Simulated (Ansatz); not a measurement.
# AlBH₃Br: one structure at several levels

The atoms stand at a frame of a short trajectory. How far do the functionals agree with CCSD(T) there?

Program: Ansatz 0.2.0, Gaussian basis. Level of theory: single points in def2-TZVPP. These are calculated values, not measurements.

Correlated methods freeze the cores. Filled d shells of the heavier atoms are correlated.

**1. The system as given**

6 atoms, charge 0, spin multiplicity 1.

Atoms are counted from 1 here; the program's logs count them from 0.

Bond lengths: B1–Al2 2.141 Å, B1–H4 1.197 Å, B1–H5 1.212 Å, Al2–Br3 2.256 Å, Al2–H6 1.559 Å. Angles: Al2–B1–H4 117.5°, Al2–B1–H5 121.9°, H4–B1–H5 120.4°, B1–Al2–Br3 126.1°, B1–Al2–H6 124.5°, Br3–Al2–H6 109.4°.

Geometry (Å):

```xyz
6

B    -0.77712    0.31302   -0.92871
Al    0.57268   -0.06328    0.68945
Br    1.21785   -2.09161    1.43632
H    -0.92128   -0.55368   -1.74203
H    -1.32038    1.38646   -1.07291
H     1.28915    1.04532    1.51809
```

**2. PBE-D4/def2-TZVPP**

The input, run/in.yaml:

```yaml
crystal:
  periodic: [false, false, false]
  atoms:
    - {symbol: B, position_ang: [-0.777119, 0.313018, -0.928708]}
    - {symbol: Al, position_ang: [0.572683, -0.063283, 0.689450]}
    - {symbol: Br, position_ang: [1.217853, -2.091613, 1.436322]}
    - {symbol: H, position_ang: [-0.921282, -0.553685, -1.742030]}
    - {symbol: H, position_ang: [-1.320375, 1.386457, -1.072907]}
    - {symbol: H, position_ang: [1.289150, 1.045320, 1.518091]}
basis:
  gaussian: {orbitals: def2-TZVPP}
hamiltonian: {xc: pbe, dispersion: d4}
output: {forces: true}
```

Launch:

```console
$ ansatz run in.yaml --threads 2 --pin off --events-out ev --progress --plain --max-ram 3481MiB
```

**3. r2SCAN-D4/def2-TZVPP**

run/in.yaml, as its differences from that of step 2:

```diff
@@ -11,3 +11,3 @@
   gaussian: {orbitals: def2-TZVPP}
-hamiltonian: {xc: pbe, dispersion: d4}
+hamiltonian: {xc: r2scan, dispersion: d4}
 output: {forces: true}
```

**4. PBE0-D4/def2-TZVPP**

run/in.yaml, as its differences from that of step 3:

```diff
@@ -11,3 +11,3 @@
   gaussian: {orbitals: def2-TZVPP}
-hamiltonian: {xc: r2scan, dispersion: d4}
-output: {forces: true}
+hamiltonian: {xc: pbe0, dispersion: d4}
+output: {forces: true, orbitals: {seedname: orbitals}}
```

**5. wB97M-V/def2-TZVPP**

run/in.yaml, as its differences from that of step 4:

```diff
@@ -11,3 +11,3 @@
   gaussian: {orbitals: def2-TZVPP}
-hamiltonian: {xc: pbe0, dispersion: d4}
-output: {forces: true, orbitals: {seedname: orbitals}}
+hamiltonian: {xc: {name: wB97M-V}}
+output: {forces: true}
```

**6. CCSD(T)/def2-TZVPP**

run/in.yaml, as its differences from that of step 5:

```diff
@@ -11,3 +11,3 @@
   gaussian: {orbitals: def2-TZVPP}
-hamiltonian: {xc: {name: wB97M-V}}
+correlation: {method: ccsd_t}
 output: {forces: true}
```

(Steps that only read results are left out.)

**Question.** What will these runs give? Wanted: energy less free atoms, CCSD(T)/def2-TZVPP; RMS force component; RMS force error; HOMO and LUMO, PBE0-D4; T1 diagnostic.

**Answer**, as computed:

| quantity | value |
| --- | --- |
| energy less free atoms, CCSD(T)/def2-TZVPP | -16.694 eV |
| RMS force component | 0.170 to 0.199 eV/Å over the methods |
| RMS force error | PBE-D4 0.102, r2SCAN-D4 0.026, PBE0-D4 0.035, wB97M-V 0.060 eV/Å |
| HOMO and LUMO, PBE0-D4 | -7.60 and -3.28 eV |
| T1 diagnostic | 0.008 |

In words: Against CCSD(T) the functionals' energies less atoms differ by -0.562 to -0.307 eV, PBE-D4 by -0.307 eV. CCSD(T) in triple zeta still lacks some correlation energy of the bonds, so part of these gaps is its own basis error and they don't rank the functionals. The forces of r2SCAN-D4 come nearest to CCSD(T), those of PBE-D4 are farthest.
